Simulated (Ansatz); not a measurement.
Run this with Ansatz's Python interface and show what comes out.

The script, `drho_baalsi.py`:
```python
import ansatz as az
import numpy as np

SETTINGS = {
    'functional': 'lda',
    'occupations': 'fermi_dirac',
    'ecut': 460,
    'kgrid': (8, 8, 6),
}

vectors0 = np.array([
    [4.307614, 0.0, 0.0],
    [-2.153807, 3.730504, 0.0],
    [0.0, 0.0, 5.225855],
])
sites = [
    ('Ba', [0.0, 0.0, 0.0]),
    ('Al', [2 / 3, 1 / 3, 0.5]),
    ('Si', [1 / 3, 2 / 3, 0.5]),
]


def on_lattice(cell):
    crystal = az.Crystal(lattice=az.Lattice.of(cell))
    for symbol, position in sites:
        crystal = crystal.atom(symbol, position)
    return crystal


def main() -> None:
    def solve(crystal):
        return (
            crystal.calculation()
            .functional(SETTINGS['functional'])
            .occupations(SETTINGS['occupations'])
            .basis(SETTINGS['ecut'], grid_basis='typed')
            .kpoints(*SETTINGS['kgrid'])
            .density()
            .run(threads=1)
        )


    whole = solve(on_lattice(vectors0))
    difference = whole.density().channels[0].density_e_per_ang3.copy()
    binding = whole.report['free_energy_ev']
    for element in ['Ba', 'Al', 'Si']:
        part = az.Crystal(lattice=az.Lattice.of(vectors0))
        for symbol, position in sites:
            if symbol == element:
                part = part.atom(symbol, position)
        alone = solve(part)
        difference -= alone.density().channels[0].density_e_per_ang3
        binding -= alone.report['free_energy_ev']
        print(f'{element} sublattice: {alone.report["n_electrons"]:g} electrons, {alone.report["n_iterations"]} iterations')

    voxel = abs(np.linalg.det(vectors0)) / difference.size
    print(f'energy of the crystal less its unpolarised sublattices: {binding / len(sites):.4f} eV/atom')
    print(f'net charge of the difference {difference.sum() * voxel:.5f} e, charge rearranged {0.5 * np.abs(difference).sum() * voxel:.3f} e')
    print(f'extremes {difference.min():.4f} and {difference.max():.4f} e/A^3')
    for (symbol, position) in sites:
        index = tuple(int(round(p * n)) % n for p, n in zip(position, difference.shape))
        print(f'  change of the pseudo-density at the grid point nearest {symbol}: {difference[index]:+.4f} e/A^3')
    profile = difference.mean(axis=(0, 1))
    print('planar mean along the third vector:', np.round(profile[:: max(len(profile) // 12, 1)], 4))


if __name__ == '__main__':
    main()
```

```console
$ python drho_baalsi.py
Ba sublattice: 10 electrons, 6 iterations
Al sublattice: 3 electrons, 6 iterations
Si sublattice: 4 electrons, 6 iterations
energy of the crystal less its unpolarised sublattices: -2.8966 eV/atom
net charge of the difference -0.00000 e, charge rearranged 0.635 e
extremes -0.0656 and 0.1002 e/A^3
  change of the pseudo-density at the grid point nearest Ba: -0.0095 e/A^3
  change of the pseudo-density at the grid point nearest Al: -0.0532 e/A^3
  change of the pseudo-density at the grid point nearest Si: -0.0174 e/A^3
planar mean along the third vector: [-0.0134 -0.0112 -0.0025  0.0079  0.0117  0.0054 -0.0037 -0.0047  0.0017
  0.0107  0.0102  0.0013 -0.009  -0.0132]
```

Reading the output:
- For a metal this k-point mesh is coarse: on a finer one energies can move by several to tens of meV an atom and pressures by half a GPa or more, differences at one mesh by less.
- Densities and potentials on the grid are those of the valence electrons, and inside the cores they hang on the potentials used.
- This cell is a computed structure, which may not be the phase found in nature.
- Charge moved counts every rearrangement, bonding and polarisation too, and is no transfer between atoms; the bare sublattices are artificial references. Values near the nuclei depend on the potentials.
- Hardware and time: 9.7 s on 1 thread of Arm Neoverse V2 (shared host), peak memory 0.43 GiB.
